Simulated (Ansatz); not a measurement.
# ZnPtC6N6: a short molecular-dynamics run, part 2 of 2

Aim: set ZnPtC6N6 (a distorted structure, 14 atoms, not relaxed) in motion for 20 steps of 3 fs under a Nosé-Hoover thermostat at 900 K, and see how temperature, energy and positions respond.

Ansatz 0.2.0; DFT LDA, plane waves, PAW, scalar-relativistic, no spin polarisation. The steps go on from the part before.

## Step 4: Frames and traces

Every step; energies are changes from step 0; msd is the mean square displacement from the start, the centre of mass held:

```csv
time (fs),T (K),potential energy change (meV/atom),conserved energy change (meV/atom),msd N (Å²),msd C (Å²),msd Zn (Å²),msd Pt (Å²)
0.0,900,0.0,0.00,0.000,0.000,0.000,0.000
3.0,842,-4.9,-11.82,0.002,0.002,0.000,0.000
6.0,824,3.1,-6.06,0.006,0.005,0.001,0.000
9.0,751,10.6,-7.28,0.012,0.009,0.002,0.000
12.0,894,-6.2,-6.98,0.018,0.011,0.003,0.000
15.0,764,24.2,7.76,0.025,0.018,0.005,0.001
18.0,868,-6.3,-10.39,0.035,0.027,0.007,0.001
21.0,780,13.2,-1.52,0.046,0.035,0.009,0.001
24.0,784,7.3,-7.11,0.058,0.041,0.012,0.001
27.0,879,-13.0,-16.07,0.067,0.047,0.015,0.002
30.0,778,26.8,11.43,0.074,0.060,0.019,0.002
33.0,901,1.7,0.91,0.082,0.072,0.023,0.002
36.0,730,29.2,7.67,0.092,0.082,0.026,0.002
39.0,798,26.4,12.85,0.100,0.087,0.031,0.002
42.0,857,-7.2,-13.89,0.103,0.094,0.035,0.002
45.0,684,30.3,2.68,0.106,0.104,0.039,0.002
48.0,845,11.1,2.43,0.110,0.113,0.043,0.002
51.0,598,42.0,3.51,0.115,0.117,0.048,0.002
54.0,779,25.6,8.43,0.118,0.117,0.052,0.002
57.0,708,28.6,2.59,0.119,0.113,0.056,0.002
60.0,634,31.3,-3.99,0.122,0.112,0.061,0.002
```

time (fs), T (K) and a bar:
```
      0.0        900 ##############################
      3.0        842 ########################
      6.0        824 ######################
      9.0        751 ###############
     12.0        894 #############################
     15.0        764 ################
     18.0        868 ###########################
     21.0        780 ##################
     24.0        784 ##################
     27.0        879 ############################
     30.0        778 ##################
     33.0        901 ##############################
     36.0        730 #############
     39.0        798 ####################
     42.0        857 ##########################
     45.0        684 ########
     48.0        845 ########################
     51.0        598 
     54.0        779 ##################
     57.0        708 ###########
     60.0        634 ####
```

Pair distribution over the second half of the run:

```csv
r (Å),g C–C,g C–N,g N–N
0.68,0.00,0.00,0.00
0.84,0.00,0.00,0.00
1.00,0.00,1.80,0.00
1.16,0.00,15.05,0.00
1.32,0.00,1.80,0.00
1.48,0.00,0.00,0.00
1.64,0.00,0.00,0.00
1.80,0.00,0.00,0.00
1.96,0.00,0.00,0.00
2.12,0.00,0.00,0.00
2.28,0.00,0.00,0.00
2.44,0.00,0.00,0.00
2.60,1.48,0.00,0.00
2.76,6.56,0.00,0.00
2.92,5.90,0.00,2.83
```

First peaks of g(r) (not always the tallest), and, where a minimum follows, the mean number of second-named atoms round a first-named one up to the next minimum:

```csv
pair,peak (Å),height,minimum (Å),neighbours
C–N,1.16,15.1,1.48,1.0
```

## Step 5: Positions and forces

Positions (Å) and forces (eV/Å):

```xyz
14
Lattice="-0.056 5.315 5.324 5.332 -0.059 5.327 5.292 5.278 -0.019" Properties=species:S:1:pos:R:3:forces:R:3 pbc="T T T" time_fs=9.0 T=751 dE=0.1490
Zn    5.278    5.255    5.342    0.285    0.192   -0.085
Pt   10.513   10.509   10.586    1.660    0.255    1.105
C     5.208    5.250    2.070    0.194    0.069   -3.894
C     5.297    5.250    8.572   -0.396   -0.122    4.446
C     2.069    5.123    5.304    0.617    0.837    0.273
C     8.549    5.285    5.409    2.218   -0.246   -0.879
C     5.210    1.926    5.232    1.787    8.734    1.860
C     5.371    8.594    5.247   -2.173   -4.757    0.205
N     5.273    5.316    3.203   -0.019   -0.109    2.278
N     5.349    5.177    7.450    0.173    0.157   -3.521
N     3.243    5.141    5.406   -2.830   -0.129   -0.405
N     7.419    5.414    5.285   -1.499   -0.058    0.285
N     5.389    3.172    5.410   -1.471   -9.094   -1.696
N     5.146    7.412    5.262    1.454    4.271    0.029
14
Lattice="-0.056 5.315 5.324 5.332 -0.059 5.327 5.292 5.278 -0.019" Properties=species:S:1:pos:R:3:forces:R:3 pbc="T T T" time_fs=18.0 T=868 dE=-0.0880
Zn    5.320    5.259    5.336   -0.116    0.119    0.032
Pt   10.509   10.505   10.601    1.089   -0.329   -0.937
C     5.192    5.166    1.953    1.206    2.315    7.902
C     5.303    5.237    8.611   -0.030   -0.060   -0.561
C     2.074    5.065    5.276   -3.319    0.926    0.176
C     8.559    5.287    5.313    0.015    0.480   -0.056
C     5.191    1.988    5.267    1.060   -0.167    0.939
C     5.248    8.567    5.166    0.016    5.863    0.111
N     5.314    5.403    3.181   -0.947   -2.079   -7.827
N     5.365    5.164    7.453   -0.149    0.382    0.727
N     3.216    5.082    5.314    1.462   -0.045   -0.030
N     7.421    5.515    5.360    0.499   -0.625   -0.147
N     5.387    3.123    5.438   -0.464   -0.663   -0.747
N     5.083    7.476    5.303   -0.322   -6.118    0.417
14
Lattice="-0.056 5.315 5.324 5.332 -0.059 5.327 5.292 5.278 -0.019" Properties=species:S:1:pos:R:3:forces:R:3 pbc="T T T" time_fs=27.0 T=879 dE=-0.1820
Zn    5.361    5.265    5.330   -0.323    0.079   -0.026
Pt   10.510   10.501   10.613    0.426    0.073   -1.269
C     5.221    5.170    1.974   -0.643   -1.124   -9.221
C     5.305    5.220    8.653    0.270    0.117   -4.096
C     1.989    5.067    5.264    1.298    0.551    0.198
C     8.573    5.315    5.209   -2.058    1.095    1.428
C     5.226    1.982    5.346    0.472   -4.363    0.224
C     5.087    8.604    5.127    0.024   -2.190    1.448
N     5.330    5.426    3.028    0.787    1.327    9.817
N     5.376    5.169    7.466   -0.407    0.358    3.524
N     3.166    5.020    5.217   -2.279    0.210    0.165
N     7.445    5.585    5.432    1.984   -1.190   -1.170
N     5.372    3.096    5.439    0.240    3.934   -0.227
N     5.035    7.454    5.336    0.207    1.121   -0.796
14
Lattice="-0.056 5.315 5.324 5.332 -0.059 5.327 5.292 5.278 -0.019" Properties=species:S:1:pos:R:3:forces:R:3 pbc="T T T" time_fs=33.0 T=901 dE=0.0239
Zn    5.387    5.269    5.326   -0.383    0.120    0.068
Pt   10.512   10.498   10.617   -0.088   -0.376   -3.174
C     5.237    5.175    1.851    0.835    2.350   10.033
C     5.310    5.216    8.636   -0.065    0.351    1.785
C     1.950    5.091    5.264   -2.371    0.302    0.253
C     8.566    5.360    5.177    1.357    0.166    0.963
C     5.283    1.917    5.423    0.962    4.963   -0.155
C     4.975    8.572    5.147    0.610    2.443    0.476
N     5.349    5.446    3.067   -0.748   -2.300   -6.890
N     5.376    5.181    7.502   -0.070    0.101   -2.686
N     3.083    4.984    5.155    1.845    0.165    0.115
N     7.479    5.605    5.453   -1.577   -0.368   -0.620
N     5.355    3.122    5.420   -0.291   -4.696   -0.155
N     5.013    7.455    5.338   -0.016   -3.221   -0.014
14
Lattice="-0.056 5.315 5.324 5.332 -0.059 5.327 5.292 5.278 -0.019" Properties=species:S:1:pos:R:3:forces:R:3 pbc="T T T" time_fs=42.0 T=857 dE=-0.1008
Zn    5.421    5.277    5.320   -0.391    0.033   -0.041
Pt   10.513   10.493   10.616   -0.763    0.882   -0.678
C     5.281    5.253    1.908   -0.219   -0.050   -0.393
C     5.314    5.227    8.666    0.146    0.043   -5.253
C     1.849    5.130    5.268    1.360   -0.762   -0.271
C     8.606    5.439    5.186   -2.966    0.410    1.688
C     5.397    1.968    5.511    0.448  -10.169   -0.067
C     4.850    8.539    5.216    1.155    1.316    0.322
N     5.363    5.415    3.036    0.132   -0.244    2.390
N     5.370    5.205    7.468   -0.371    0.152    4.082
N     2.981    4.944    5.075   -0.195    0.565    0.519
N     7.469    5.615    5.453    2.037   -0.769   -1.403
N     5.335    3.049    5.397   -0.151    9.896   -0.740
N     4.970    7.403    5.328   -0.221   -1.304   -0.156
14
Lattice="-0.056 5.315 5.324 5.332 -0.059 5.327 5.292 5.278 -0.019" Properties=species:S:1:pos:R:3:forces:R:3 pbc="T T T" time_fs=51.0 T=598 dE=0.5875
Zn    5.452    5.286    5.315   -0.322    0.067   -0.022
Pt   10.512   10.491   10.611   -1.659    0.817    1.039
C     5.313    5.321    1.982   -0.482   -0.662   -4.078
C     5.317    5.243    8.600   -0.402   -0.114    3.155
C     1.787    5.129    5.263    2.394   -1.284   -0.671
C     8.592    5.524    5.272    1.663   -0.636    0.119
C     5.531    1.859    5.562   -2.193   10.160   -2.859
C     4.799    8.526    5.312    1.552   -4.439   -0.444
N     5.384    5.376    3.102    0.273    0.010    4.351
N     5.353    5.235    7.467    0.010    0.055   -3.020
N     2.904    4.928    5.015    0.016    0.541    0.612
N     7.464    5.600    5.401   -2.289    0.018   -0.179
N     5.316    3.122    5.364    2.136   -9.328    1.826
N     4.913    7.324    5.302   -0.697    4.795    0.170
14
Lattice="-0.056 5.315 5.324 5.332 -0.059 5.327 5.292 5.278 -0.019" Properties=species:S:1:pos:R:3:forces:R:3 pbc="T T T" time_fs=60.0 T=634 dE=0.4376
Zn    5.478    5.296    5.309   -0.726   -0.080    0.156
Pt   10.504   10.492   10.609   -0.692    1.322    1.735
C     5.327    5.366    1.996    0.391   -1.051    8.198
C     5.299    5.253    8.579   -0.435   -0.234    0.677
C     1.793    5.063    5.230   -1.809   -0.384   -0.007
C     8.577    5.574    5.374    0.208   -0.831   -0.506
C     5.584    1.960    5.486    0.295   -8.516   -0.516
C     4.829    8.452    5.382    0.608    5.477   -0.496
N     5.409    5.322    3.255   -0.660    0.314   -8.982
N     5.332    5.268    7.423   -0.049   -0.016   -0.068
N     2.889    4.930    4.977    3.417   -0.149   -0.125
N     7.425    5.581    5.332    0.032    0.136    0.212
N     5.362    3.033    5.383   -0.704    8.014   -0.357
N     4.836    7.331    5.286    0.124   -4.002    0.081
```

## Step 6: What came out

This closing draws on all 2 parts.

| quantity | value |
| --- | --- |
| length | 20 steps of 3 fs |
| temperature, first and last step | 900 and 634 K |
| temperature, second half | mean 755 K, from 598 to 901 K |
| potential energy, second half | +22 meV/atom from the start |
| largest change of the conserved energy | 16.07 meV/atom |
| mean square displacement, second half | N 0.104, C 0.097, Zn 0.039, Pt 0.002 Å² |

What this shows: Against a set 900 K the second half averages 755 K with a spread of 90 K (in equilibrium 14 atoms would scatter by about 204 K, over a far longer run); 22 meV/atom has gone into potential energy, and a thermostat that acts over some 100 fs has not made it up in 60 fs. The conserved energy strays from its start by at most 16.07 meV/atom, 17 % of the mean kinetic energy, which is poor: the step of 3 fs is too long for the fastest motion. The atom that moves most swings out by 0.64 Å (the median distance to the nearest neighbour, bonds to H left out, is 1.16 Å), and none ends a neighbour distance from its start. Averages from a run of 60 fs with 14 atoms are rough.
